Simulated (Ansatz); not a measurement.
# Sr2Li3Mo: the cost of one run

Method: DFT PBE, scalar-relativistic, plane waves, PAW, in Ansatz 0.2.0.

### Step 1. Starting point

The structure is hexagonal, space group P6/mmm (No. 191). The conventional cell has a = 4.531 Å, b = 4.531 Å, c = 7.690 Å, α = 90.00°, β = 90.00°, γ = 120.00°. Li (site symmetry 6mm) has 1 Mo at 1.78 Å in its first shell of neighbours. Around Li (site symmetry 6/mmm) lie 2 Li at 2.07 Å. Sr (site symmetry -6m2) has 3 Sr at 2.62 Å and 3 Mo at 2.62 Å in its first shell of neighbours. Mo (site symmetry 6/mmm) is surrounded by 2 Li at 1.78 Å.

Coordinates:

```
Li Sr Mo
1.0
     4.53127    0.00000    0.00000
    -2.26563    3.92419    0.00000
     0.00000    0.00000    7.68971
Li Sr Mo
3 2 1
Direct
  0.00000 0.00000 0.23098
  0.00000 0.00000 0.76902
  0.00000 0.00000 0.50000
  0.33333 0.66667 0.00000
  0.66667 0.33333 0.00000
  0.00000 0.00000 0.00000
```

The cell is invented: random cell by space group and Wyckoff sites (P6/mmm, No. 191). The dimensions are guesses.

### Step 2. The guess as it stands, on a coarse mesh

input.yaml reads:

```yaml
crystal:
  lattice:
    - [4.53126846, 0.0, 0.0]
    - [-2.26563423, 3.9241936, 0.0]
    - [0.0, 0.0, 7.68971396]
  atoms:
    - { symbol: Li, position: [0.0, 0.0, 0.23098216] }
    - { symbol: Li, position: [0.0, 0.0, 0.76901784] }
    - { symbol: Li, position: [0.0, 0.0, 0.5] }
    - { symbol: Sr, position: [0.33333333, 0.66666667, 0.0] }
    - { symbol: Sr, position: [0.66666667, 0.33333333, 0.0] }
    - { symbol: Mo, position: [0.0, 0.0, 0.0] }
basis:
  ecutwfc: 420
kpoints:
  mp_grid: { grid: [6, 6, 2] }
hamiltonian:
  xc: pbe
scf:
  occupations: { method: gaussian, width: 0.1 }
  lower_state_search: "off"
output:
  forces: true
  stress: true
  eigenvalues: true
```

Run with:

```console
$ ansatz run input.yaml --threads 1 --pin off --max-ram 2560MiB --backend cpu --events-out ev --progress --plain --runs-dir out
```

**Question.** How long does this run take on 1 thread of Intel Xeon 6975P-C (Granite Rapids), shared host, and how much memory does it need?

About 1.9 s, with a peak of 0.49 GiB.
